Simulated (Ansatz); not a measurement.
# ClGaH6N2: the cost of one run

Method: RKS B3LYP-D4/def2-SVP, in Ansatz 0.2.0.

## (1) The starting structure

Bond lengths: Ga1–N2 2.280 Å, N2–H3 1.060 Å, N2–H4 1.060 Å, Ga1–N5 1.930 Å, N5–H6 1.060 Å, N5–H7 1.060 Å, Ga1–Cl8 2.240 Å. Angles: Ga1–N2–H3 120.0°, Ga1–N2–H4 120.0°, H3–N2–H4 120.0°, N2–Ga1–N5 120.0°, N2–Ga1–Cl8 120.0°, N5–Ga1–Cl8 120.0°, Ga1–N5–H6 120.0°, Ga1–N5–H7 120.0°, H6–N5–H7 120.0°.

Coordinates:

```xyz
10

Ga    0.0000    0.0000    0.0000
N     0.0000    0.0000    2.2800
H    -0.8770   -0.2713    2.8100
H     0.8770    0.2713    2.8100
N     1.6714    0.0000   -0.9650
H     2.1380   -0.9179   -1.2168
H     2.1227    0.9179   -1.2432
Cl   -1.9398    0.0000   -1.1200
H    -0.5441    1.6891    0.5897
H    -0.4266    1.3245    1.5756
```

## (2) Pulling towards end A

Springs on the bonds that form and break draw the guess towards this end; the thresholds are loose.

The input, input.yaml:

```yaml
crystal:
  periodic: [false, false, false]
  atoms:
    - { symbol: Ga, position_ang: [0.0, 0.0, 0.0] }
    - { symbol: "N", position_ang: [0.0, 0.0, 2.28] }
    - { symbol: H, position_ang: [-0.877, -0.2713, 2.81] }
    - { symbol: H, position_ang: [0.877, 0.2713, 2.81] }
    - { symbol: "N", position_ang: [1.6714, 0.0, -0.965] }
    - { symbol: H, position_ang: [2.138, -0.9179, -1.2168] }
    - { symbol: H, position_ang: [2.1227, 0.9179, -1.2432] }
    - { symbol: Cl, position_ang: [-1.9398, 0.0, -1.12] }
    - { symbol: H, position_ang: [-0.5441, 1.6891, 0.5897] }
    - { symbol: H, position_ang: [-0.4266, 1.3245, 1.5756] }
basis:
  gaussian: { orbitals: def2-SVP }
hamiltonian:
  xc: b3lyp
  dispersion: d4
relax:
  f_tol: 0.15
  max_steps: 25
  restrain:
    - { distance: [0, 8], at: 2.77, k: 30.0 }
    - { distance: [9, 1], at: 2.26, k: 30.0 }
    - { distance: [0, 1], at: 1.93, k: 30.0 }
    - { distance: [9, 8], at: 0.66, k: 30.0 }
```

Run with:

```sh
ansatz run input.yaml --threads 4 --pin off --max-ram 5120MiB --backend cpu --events-out ev --progress --plain --runs-dir out
```

Q: Estimate wall time and peak memory on 4 threads of Arm Neoverse V2, shared host.

About 34 s, with a peak of 0.26 GiB.
